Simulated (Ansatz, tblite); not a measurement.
# In4N4 wurtzite atom sphere (In₄N₄H₁₄): a ladder of methods and basis sets

One table from this session's results is given with a row withheld; the runs are named, their logs left out.

Computed with Ansatz 0.2.0, Gaussian basis. Level: as each input shows.

Levels to be run: GFN1-xTB, GFN2-xTB, PBE-D4/def2-TZVP, r2SCAN-D4/def2-TZVP, PBE-D4/def2-SVP, PBE0-D4/def2-SVP.

1 further run of the same task is left out (set aside as unsound or not needed).

## The structure

The singlet was relaxed beforehand with PBE-D4/def2-SVP.

22 atoms, charge 0, spin multiplicity 1.

Bond lengths: In1–N2 2.304 Å, In1–N4 2.204 Å, In1–H9 1.747 Å, In1–H10 1.747 Å, N2–In6 2.188 Å, N2–H11 1.031 Å, N2–H12 1.031 Å, In3–N4 2.204 Å, In3–N5 2.304 Å, In3–H13 1.747 Å, In3–H14 1.747 Å, N4–In7 2.204 Å, N4–H15 1.037 Å, N5–In6 2.188 Å, N5–H16 1.031 Å, N5–H17 1.031 Å, In6–N8 2.188 Å, In6–H18 1.743 Å and more. Angles: N2–In1–N4 98.5°, N2–In1–H9 101.7°, N2–In1–H10 101.7°, N4–In1–H9 110.5°, N4–In1–H10 110.5°, H9–In1–H10 128.5°, In1–N2–In6 120.4°, In1–N2–H11 106.6°, In1–N2–H12 106.7°, In6–N2–H11 108.9°, In6–N2–H12 108.9°, H11–N2–H12 104.1°, N4–In3–N5 98.5°, N4–In3–H13 110.5°, N4–In3–H14 110.5°, N5–In3–H13 101.7°, N5–In3–H14 101.7°, H13–In3–H14 128.5° and more.

As a file:

```xyz
22

In   -1.8653   -1.0704   -1.2283
N    -1.7007   -0.9852    1.0681
In    1.8551   -1.0819   -1.2323
N    -0.0023   -0.0040   -1.7281
N     1.7075   -0.9787    1.0645
In    0.0026    0.0045    2.0214
In    0.0035    2.1448   -1.2377
N    -0.0007    1.9702    1.0595
H    -1.6907   -2.7817   -1.5328
H    -3.2518   -0.0487   -1.5215
H    -1.7521   -1.9590    1.4036
H    -2.5727   -0.5547    1.4113
H     1.6645   -2.7941   -1.5219
H     3.2475   -0.0738   -1.5434
H    -0.0032   -0.0064   -2.7650
H     1.7709   -1.9488    1.4087
H     2.5782   -0.5368    1.3965
H     0.0039    0.0086    3.7641
H    -1.5678    2.8449   -1.5419
H     1.5795    2.8363   -1.5375
H    -0.8162    2.5052    1.3945
H     0.8103    2.5097    1.3984
```

In takes a core potential in the def2 sets. No spin-orbit coupling is included.

PBE0-D4/def2-TZVP was run before; its log isn't repeated, and its numbers join the tables.

The first run:

Tight binding, by tblite at 300 K electronic temperature and without a spin-polarisation term:

```python
tblite.interface.Calculator('GFN1-xTB', numbers, positions, charge=0, uhf=0).singlepoint()
```

Tight binding, by tblite at 300 K electronic temperature and without a spin-polarisation term:

```python
tblite.interface.Calculator('GFN2-xTB', numbers, positions, charge=0, uhf=0).singlepoint()
```

start.molden holds the orbitals of an earlier run on this state, given as this run's starting guess.

in.yaml reads:

```yaml
crystal:
  periodic: [false, false, false]
  atoms:
    - {symbol: In, position_ang: [-1.865318, -1.070378, -1.228299]}
    - {symbol: N, position_ang: [-1.700655, -0.985160, 1.068063]}
    - {symbol: In, position_ang: [1.855087, -1.081859, -1.232272]}
    - {symbol: N, position_ang: [-0.002345, -0.003984, -1.728100]}
    - {symbol: N, position_ang: [1.707494, -0.978694, 1.064524]}
    - {symbol: In, position_ang: [0.002557, 0.004499, 2.021449]}
    - {symbol: In, position_ang: [0.003493, 2.144806, -1.237739]}
    - {symbol: N, position_ang: [-0.000668, 1.970180, 1.059496]}
    - {symbol: H, position_ang: [-1.690692, -2.781689, -1.532830]}
    - {symbol: H, position_ang: [-3.251754, -0.048742, -1.521455]}
    - {symbol: H, position_ang: [-1.752091, -1.958982, 1.403590]}
    - {symbol: H, position_ang: [-2.572723, -0.554724, 1.411266]}
    - {symbol: H, position_ang: [1.664549, -2.794092, -1.521901]}
    - {symbol: H, position_ang: [3.247526, -0.073825, -1.543450]}
    - {symbol: H, position_ang: [-0.003194, -0.006442, -2.765044]}
    - {symbol: H, position_ang: [1.770882, -1.948780, 1.408716]}
    - {symbol: H, position_ang: [2.578179, -0.536821, 1.396481]}
    - {symbol: H, position_ang: [0.003925, 0.008590, 3.764103]}
    - {symbol: H, position_ang: [-1.567833, 2.844918, -1.541922]}
    - {symbol: H, position_ang: [1.579539, 2.836268, -1.537540]}
    - {symbol: H, position_ang: [-0.816223, 2.505160, 1.394496]}
    - {symbol: H, position_ang: [0.810263, 2.509731, 1.398358]}
basis:
  gaussian: {orbitals: def2-TZVP, fitting: {mean_field: def2-universal-jkfit}, initial_orbitals: start.molden}
hamiltonian: {xc: pbe, dispersion: d4}
scf: {omitted_lower_state_checks: [starts]}
output: {orbitals: {seedname: orbitals}}
```

Command:

```console
ansatz run in.yaml --threads 2 --pin off --events-out ev --progress --plain --max-ram 32768MiB --backend cuda --devices 0, --max-vram 18GiB
```

Steps of the session up to this table: PBE-D4/def2-TZVP; r2SCAN-D4/def2-TZVP; PBE-D4/def2-SVP; PBE0-D4/def2-SVP.

One of the session's tables, all rows but one given; the rest of the session is left out.

It belongs to the step «Binding energy». 

| level | binding an atom (eV) |
| --- | --- |
| PBE-D4/def2-SVP | ? |
| PBE-D4/def2-TZVP | 2.852 |
| r2SCAN-D4/def2-TZVP | 2.824 |
| PBE0-D4/def2-SVP | 2.801 |
| PBE0-D4/def2-TZVP | 2.806 |

Q: Estimate the row for PBE-D4/def2-SVP from the others.

**Answer.** binding an atom (eV): 2.848. In the column «binding an atom (eV)» it lies between r2SCAN-D4/def2-TZVP (2.824) and PBE-D4/def2-TZVP (2.852).

Caveats from the session: Free atoms were run apart at each level; binding is atoms less cluster, divided by the number of atoms, without zero-point or spin-orbit terms.
